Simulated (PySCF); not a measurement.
# The bond of MnO, level by level

The task here is to estimate one member of a computed series from the others.

Computed with PySCF 2.14.0. Level: Mn x2c-TZVPPall, O x2c-TZVPPall, spin-free X2C with a Gaussian nucleus.

The first run:

A driver script around PySCF takes these settings:

| Item | Value |
| --- | --- |
| atoms | Mn, O |
| charge | 0 |
| basis | Mn x2c-TZVPPall, O x2c-TZVPPall |
| Hamiltonian | spin-free X2C with a Gaussian nucleus |
| basis functions | 95 |
| electrons treated | 33 |
| masses in u | 54.9380, 15.9949 |
| levels | PBE0, PBE, r²SCAN, r²SCANh, MN15, M06-L, r²SCAN0, HSE06, HF, MP2, SCS-MP2 |
| grid | 80 radial by 434 angular points |
| occupations | held fixed by the projection of orbital angular momentum |
| dissociation limit | Mn + O, each in its ground configuration |
| starting distance in angstrom | 1.720 |
| values of 2S to try | 1, 3, 5, 7, 9 |

On the command line:

```bash
$ OMP_NUM_THREADS=1 python dia.py task.json out
```

Among the steps run: Input; PBE0 along the bond; Higher solutions at PBE0; PBE (GGA); r²SCAN; r²SCANh (hybrid meta-GGA); MN15; M06-L (meta-GGA); r²SCAN0; HSE06; ROHF.

One table of the session follows, with a row left open; its other results are not shown here.

Energy (eV) from each level's lowest point:

| R (Å) | ROHF | ROHF-MP2 | ROHF-SCS-MP2 | PBE | r²SCAN |
| --- | --- | --- | --- | --- | --- |
| 1.397 | 1.934 | 1.218 | 1.186 | 1.453 | 1.402 |
| 1.462 | 1.089 | 0.412 | 0.379 | 0.633 | 0.595 |
| 1.528 | 0.592 | 0.000 | 0.000 | 0.187 | 0.165 |
| 1.576 | 0.325 | 0.019 | 0.011 | 0.035 | 0.025 |
| 1.625 | 0.132 | 0.082 | 0.040 | 0.000 | 0.000 |
| 1.674 | 0.025 | 0.149 | 0.075 | 0.054 | 0.063 |
| 1.739 | 0.000 | 0.267 | 0.155 | 0.225 | 0.242 |
| 1.820 | 0.109 | 0.475 | 0.319 | 0.545 | 0.562 |
| 1.917 | ? | ? | ? | ? | ? |
| 2.047 | 0.730 | 1.626 | 1.307 | 1.679 | 1.620 |

Estimate the missing values for R (Å) = 1.917.

Worked estimate for «ROHF». A straight line through the neighbours (1.820, 0.109) and (2.047, 0.730) gives 0.109 + (0.730 − 0.109) × (1.917 − 1.820) / (2.047 − 1.820) = 0.374; a parabola fitted to 3 rows on both sides gives 0.317.

As computed: ROHF: 0.355; ROHF-MP2: 0.857; ROHF-SCS-MP2: 0.639; PBE: 1.012; r²SCAN: 1.010. In «ROHF» the line misses by +0.019 and the parabola by -0.038.

To keep in mind: At some levels the lowest empty orbital lies below the highest filled one (the two can be of opposite spin).
